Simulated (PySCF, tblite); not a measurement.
**C5H7N2 radical: geometry, infrared bands and EPR parameters**

Wanted: the infrared bands and EPR parameters of C5H7N2 radical (`[H]/[C]=C\C(CN=C)=N\[H]`), by calculation.

The runs use tblite 0.8.0 and PySCF 2.14.0, with density-fitted response routines of our own; the level of theory stands in each step. All values are computed, except where a source is named. Atoms are numbered from 0 throughout.

## 1. Starting geometry

14 atoms, charge 0, multiplicity 2; geometry from: force field or distance geometry start.

Bonds of the start (Å): C0–C1 1.29, C1–C2 1.48, C2–N3 1.29, C2–C4 1.48, C4–N5 1.43, N5–C6 1.29, C0–H7 1.09, C1–H8 1.08, N3–H9 1.05, C4–H10 1.11, C4–H11 1.12, C6–H12 1.12, C6–H13 1.09.

## 2. Geometry optimisation with GFN2-xTB

What the job is given:

```
{"job": {"kind": "relax", "xc": "GFN2-xTB", "basis": "xTB"}, "charge": 0, "multiplicity": 2}
C     -2.527100     1.040100    -0.968500
C     -1.451700     0.326700    -1.005500
C     -0.745300    -0.190000     0.186300
N     -1.194300     0.061900     1.365500
C      0.480100    -0.997800    -0.039000
N      1.486800    -0.271500    -0.742200
C      2.264100     0.483800    -0.037100
H     -2.973900     1.302200    -0.012600
H     -1.020700     0.080600    -1.963600
H     -0.666900    -0.332500     2.183700
H      0.260600    -1.949200    -0.573400
H      0.877800    -1.187200     0.992500
H      2.141600     0.560700     1.069700
H      3.068400     1.071800    -0.478000
```

Started as:

```bash
$ OMP_NUM_THREADS=1 python probes_run.py task.json out
```

The driver reads the jobs from task.json and runs them one after another.

The program printed:

```text
step      E/eV     max force
  0    -541.70233    2.701
  1    -541.81559    2.460
  2    -541.89877    0.681
  3    -541.93057    0.532
  4    -541.97714    0.627
  5    -541.99023    0.485
  6    -542.00215    0.220
  7    -542.01127    0.298
  8    -542.01897    0.335
  9    -542.02871    0.326
 10    -542.03909    0.242
 11    -542.05042    0.253
 12    -542.06016    0.223
 13    -542.06772    0.205
 14    -542.07224    0.150
 15    -542.07492    0.139
 16    -542.07705    0.141
 17    -542.07940    0.123
 18    -542.08226    0.147
 19    -542.08566    0.158
 20    -542.08939    0.151
 21    -542.09274    0.158
 22    -542.09521    0.134
 23    -542.09683    0.107
 24    -542.09803    0.094
 25    -542.09917    0.094
 26    -542.10023    0.088
 27    -542.10112    0.073
 28    -542.10197    0.088
 29    -542.10311    0.101
 30    -542.10467    0.108
 31    -542.10635    0.106
 32    -542.10772    0.088
 33    -542.10859    0.085
 34    -542.10927    0.080
 35    -542.11009    0.075
 36    -542.11090    0.105
 37    -542.11176    0.096
 38    -542.11275    0.092
 39    -542.11457    0.105
 40    -542.11667    0.117
 41    -542.11884    0.108
 42    -542.12013    0.136
 43    -542.12137    0.114
 44    -542.12248    0.104
 45    -542.12554    0.125
 46    -542.12634    0.090
 47    -542.12716    0.072
 48    -542.12780    0.072
 49    -542.12906    0.090
 50    -542.13041    0.106
 51    -542.13164    0.081
 52    -542.13247    0.059
 53    -542.13307    0.081
 54    -542.13360    0.087
 55    -542.13412    0.058
 56    -542.13450    0.086
 57    -542.13470    0.112
 58    -542.13489    0.039
 59    -542.13505    0.028
 60    -542.13525    0.034
 61    -542.13554    0.047
 62    -542.13583    0.041
 63    -542.13607    0.035
 64    -542.13630    0.031
 65    -542.13656    0.051
 66    -542.13684    0.054
 67    -542.13705    0.040
 68    -542.13722    0.034
 69    -542.13739    0.038
 70    -542.13761    0.038
 71    -542.13786    0.039
 72    -542.13808    0.039
 73    -542.13832    0.040
 74    -542.13865    0.066
 75    -542.13911    0.076
 76    -542.13957    0.055
 77    -542.13988    0.036
 78    -542.14009    0.040
 79    -542.14035    0.059
 80    -542.14086    0.097
 81    -542.14175    0.125
 82    -542.14282    0.125
 83    -542.14378    0.086
 84    -542.14448    0.083
 85    -542.14500    0.111
 86    -542.14542    0.057
 87    -542.14584    0.036
 88    -542.14596    0.024
 89    -542.14600    0.019
 90    -542.14603    0.017
 91    -542.14607    0.013
 92    -542.14609    0.007
```

Run time: 0.49 s. Hardware: 1 thread of Arm Neoverse V1, shared host.

Along the way: (not every step is listed)

| step | energy from step 0 (eV) | largest force (eV/Å) |
| --- | --- | --- |
| 0 | 0.0000 | 2.7008 |
| 1 | -0.1133 | 2.4597 |
| 2 | -0.1964 | 0.6810 |
| 3 | -0.2282 | 0.5323 |
| 4 | -0.2748 | 0.6273 |
| 5 | -0.2879 | 0.4846 |
| 6 | -0.2998 | 0.2202 |
| 7 | -0.3089 | 0.2984 |
| 8 | -0.3166 | 0.3350 |
| 15 | -0.3726 | 0.1389 |
| 22 | -0.3929 | 0.1337 |
| 29 | -0.4008 | 0.1014 |
| 36 | -0.4086 | 0.1051 |
| 43 | -0.4190 | 0.1137 |
| 50 | -0.4281 | 0.1064 |
| 57 | -0.4324 | 0.1117 |
| 64 | -0.4340 | 0.0307 |
| 71 | -0.4355 | 0.0387 |
| 78 | -0.4378 | 0.0401 |
| 85 | -0.4427 | 0.1108 |
| 87 | -0.4435 | 0.0364 |
| 88 | -0.4436 | 0.0240 |
| 89 | -0.4437 | 0.0193 |
| 90 | -0.4437 | 0.0166 |
| 91 | -0.4437 | 0.0127 |
| 92 | -0.4438 | 0.0068 |

Distances of close pairs at the start and the end, largest changes first:

| bond | before (Å) | after (Å) | change (Å) |
| --- | --- | --- | --- |
| N5–C6 | 1.293 | 1.251 | -0.042 |
| C2–C4 | 1.485 | 1.524 | +0.040 |
| N3–H9 | 1.050 | 1.017 | -0.034 |
| C2–N3 | 1.287 | 1.256 | -0.031 |
| C0–H7 | 1.087 | 1.065 | -0.022 |
| C6–H12 | 1.116 | 1.096 | -0.020 |
| C4–H11 | 1.122 | 1.105 | -0.017 |
| C4–H10 | 1.113 | 1.097 | -0.016 |

The final coordinates are the input of the step that follows.

## 3. Vibrational analysis with GFN2-xTB

What the job is given:

```
{"job": {"kind": "ir", "xc": "GFN2-xTB", "basis": "xTB"}, "charge": 0, "multiplicity": 2}
C     -2.555909     1.002433    -1.015269
C     -1.383702     0.463990    -0.880934
C     -0.855643    -0.168901     0.351646
N     -1.519308    -0.150686     1.417795
C      0.506080    -0.830858     0.173835
N      1.353792    -0.034856    -0.651440
C      2.453902     0.382856    -0.226622
H     -3.422403     1.163348    -0.416786
H     -0.667934     0.444844    -1.695205
H     -1.093574    -0.605004     2.221671
H      0.327644    -1.775703    -0.354526
H      0.941733    -1.051153     1.165044
H      2.859865     0.160400     0.767159
H      3.054779     0.998819    -0.878535
```

The program printed:

```text
mode    cm-1     km/mol
  1      43.2      4.69
  2      62.9      1.60
  3     105.5      4.86
  4     195.9      8.60
  5     288.4      7.44
  6     387.7      6.83
  7     423.8      3.90
  8     466.1      5.32
  9     528.4      2.42
 10     644.6      2.51
 11     684.4     21.18
 12     756.4     77.50
 13     806.6     65.10
 14     867.1     16.79
 15     920.6     12.24
 16     958.3     30.99
 17     978.3      8.12
 18    1015.8     41.46
 19    1043.2     43.53
 20    1122.3      9.60
 21    1174.8     61.35
 22    1202.9     26.42
 23    1244.0    108.84
 24    1301.4     36.18
 25    1418.7      5.81
 26    1430.6      1.30
 27    1661.4     61.63
 28    1722.7    160.84
 29    1751.1     12.26
 30    2813.1     74.17
 31    2870.1    124.37
 32    2917.6     16.54
 33    3010.7      1.10
 34    3082.1     19.95
 35    3192.3     10.96
 36    3338.1     24.04
```

It took 0.35 s on 1 thread of Arm Neoverse V1, shared host.

The strongest bands and the atoms that carry them (share of the mass-weighted mode):

| cm⁻¹ | km/mol | atoms |
| --- | --- | --- |
| 756 | 77.5 | H7 33 %, C0 20 % |
| 807 | 65.1 | H9 72 % |
| 1175 | 61.4 | H10 31 %, H8 22 % |
| 1244 | 108.8 | C2 23 %, H8 21 %, H9 20 % |
| 1661 | 61.6 | C1 37 %, C0 32 %, C2 16 % |
| 1723 | 160.8 | C2 40 %, N3 24 %, C1 15 %, C0 11 % |
| 2813 | 74.2 | H11 93 % |
| 2870 | 124.4 | H12 93 % |

## 4. EPR parameters: B3LYP/pcH-1

Same as in step 3 but for these lines:

```diff
@@ -1,2 +1,2 @@
-{"job": {"kind": "ir", "xc": "GFN2-xTB", "basis": "xTB"}, "charge": 0, "multiplicity": 2}
+{"job": {"kind": "epr", "basis": "pcH-1"}, "charge": 0, "multiplicity": 2}
 C     -2.555909     1.002433    -1.015269
```

With the program's defaults for keys left out, this is: UKS B3LYP, pcH-1 on C H N, non-relativistic, mean-field spin-orbit, GIAO.

The program printed:

```text
UKS, coarse grid
  cycle   1  E = -304.04688767  |g| = 3.68e-01
  cycle   2  E = -303.96512312  |g| = 5.82e-01
  cycle   3  E = -304.10999154  |g| = 9.72e-02
  cycle   4  E = -304.11419992  |g| = 3.54e-02
  cycle   5  E = -304.11479591  |g| = 1.70e-02
  cycle   6  E = -304.11492553  |g| = 6.76e-03
  cycle   7  E = -304.11496692  |g| = 2.65e-03
  cycle   8  E = -304.11498262  |g| = 1.59e-03
  cycle   9  E = -304.11499063  |g| = 6.77e-04
UKS, final grid
  cycle   1  E = -304.11496495  |g| = 6.87e-04
  cycle   2  E = -304.11496510  |g| = 1.02e-03
  cycle   3  E = -304.11496566  |g| = 2.53e-04
  cycle   4  E = -304.11496582  |g| = 2.14e-04
  cycle   5  E = -304.11496596  |g| = 1.19e-04
  cycle   6  E = -304.11496597  |g| = 3.13e-05
  cycle   7  E = -304.11496597  |g| = 8.74e-06
E = -304.11496597 Eh   <S^2> = 0.7627 (exact 0.7500)
g shifts (ppm)      1          2          3
  rmc          -148       -148       -148
  gc             32          8        -42
  oz_so        -501       -173        819
  total        -617       -313        629
hyperfine (MHz)  atom isotope    a_iso     a_fc   dipolar eigenvalues
    0   13C     331.38     331.38    -84.22    -58.06    142.28
    1   13C      -1.22      -1.22    -19.82      3.30     16.52
    2   13C      84.24      84.24     -9.18     -3.60     12.77
    3   14N      -2.58      -2.58     -3.70      1.61      2.09
    4   13C       5.10       5.10     -1.10     -1.04      2.14
    5   14N       0.98       0.98     -0.30     -0.10      0.40
    6   13C       1.09       1.09     -0.26      0.07      0.19
    7    1H      51.82      51.82    -32.46     -8.93     41.39
    8    1H     120.05     120.05     -6.87     -5.48     12.35
    9    1H       4.69       4.69     -1.28     -0.25      1.53
   10    1H       1.42       1.42     -1.40     -0.97      2.36
   11    1H       6.60       6.60     -1.18     -0.75      1.93
   12    1H       0.39       0.39     -0.45     -0.39      0.84
   13    1H       0.09       0.09     -0.53     -0.35      0.87
```

Run time: 52 s. Hardware: 1 thread of Arm Neoverse V1, shared host; peak memory 0.97 GiB.

Principal g values 2.00170, 2.00201, 2.00295; g(iso) = 2.00222, against 2.00232 for a free electron.

Hyperfine couplings; where a row names several nuclei, a(iso) is their mean (it holds for fast rotation or exchange) and the dipolar term the largest among them:

| nuclei | isotope | a(iso) (MHz) | a(iso) (G, at g = 2.0023) | largest dipolar term (MHz) |
| --- | --- | --- | --- | --- |
| C0 | 13C | 331.4 | 118.2 | 142.3 |
| H8 | 1H | 120.0 | 42.8 | 12.4 |
| C2 | 13C | 84.2 | 30.1 | 12.8 |
| H7 | 1H | 51.8 | 18.5 | 41.4 |
| C4 | 13C | 5.1 | 1.8 | 2.1 |
| H9 | 1H | 4.7 | 1.7 | 1.5 |
| H10, H11 | 1H | 4.0 | 1.4 | 2.4 |
| N3 | 14N | -2.6 | -0.9 | -3.7 |
| C1 | 13C | -1.2 | -0.4 | -19.8 |
| C6 | 13C | 1.1 | 0.4 | -0.3 |
| N5 | 14N | 1.0 | 0.3 | 0.4 |
| H12 | 1H | 0.4 | 0.1 | 0.8 |
| H13 | 1H | 0.1 | 0.0 | 0.9 |

Mulliken spin populations:

C0 1.07; C1 -0.18; C2 0.08; N3 -0.04; C4 0.00; N5 0.00; C6 0.00; H7 0.01; H8 0.05; H9 0.00; H10 0.00; H11 0.00; H12 0.00; H13 0.00

In first order the couplings over 0.8 MHz of 1H, 14N give 216 distinct lines over 68.4 G, if the averaged nuclei exchange fast.

The fields below are evaluated on a grid from the run's orbitals.

ELF in a plane through or near 6 of the atoms.

Ten even steps from '0' (0.00) to '9' (1.00):
```
0000000000000000000000000000
0000000000000000000000000000
0000000000000000000000000000
0000000000000048720000000000
0000000000000089951000000000
0000000000572089976640000000
0000000001796048868872000000
0000048830386127339960000000
0000089991033257877510000000
0000079995112255520016850000
0000027834752036742279992000
0000026723875104678579993000
0000089994466115688239961000
0000199992033025447888510000
0000089970000012115888510000
0000003410000000002676300000
0000000000000000000121000000
0000000000000000000000000000
0000000000000000000000000000
0000000000000000000000000000
```
The map spans 12.3 Å across and 9.8 Å up, centred on the molecule. Atoms in the plane (x, y in Å): N3 (1.4, 1.4), C6 (-2.4, -0.6), H7 (3.5, -0.7), H9 (1.0, 2.3), H12 (-2.9, 0.4), H13 (-2.9, -1.5).

On the surface of density 0.002 e/bohr³ the electrostatic potential runs, from the 1st to the 99th percentile, from -1.66 V near N3 to 1.40 V near H9.

The spin density lies nearest to C0 70 %; H7 9 %; C1 7 % (beta excess).

## 5. What came out

```
                                 quantity                  value
strongest single infrared mode (GFN2-xTB)  1723 cm⁻¹, 161 km/mol
             zero-point energy (GFN2-xTB)          66.4 kcal/mol
                           g(iso) (B3LYP)                2.00222
                                     ⟨S²⟩     0.763 (exact 0.75)
       largest a(iso) (averaged by class)   13C on C0, 331.4 MHz
    surface potential, 1st and 99th percentile     -1.66 V and 1.40 V
```

In words: The optimisation took 92 steps and gained 0.444 eV; among the close pairs (by a distance rule), N5–C6 changed most, from 1.293 to 1.251 Å. No mode is imaginary among the 36: a minimum at this level. The strongest single mode, at 1723 cm⁻¹, is carried by C2, N3, C1, C0. GFN2-xTB is a fitted tight-binding method: band positions and strengths are rough. Its intensities can rank the bands wrongly. C0 carries the largest spin population, 1.07 e. The isotropic g lies 0.1 ppt below the free-electron value.
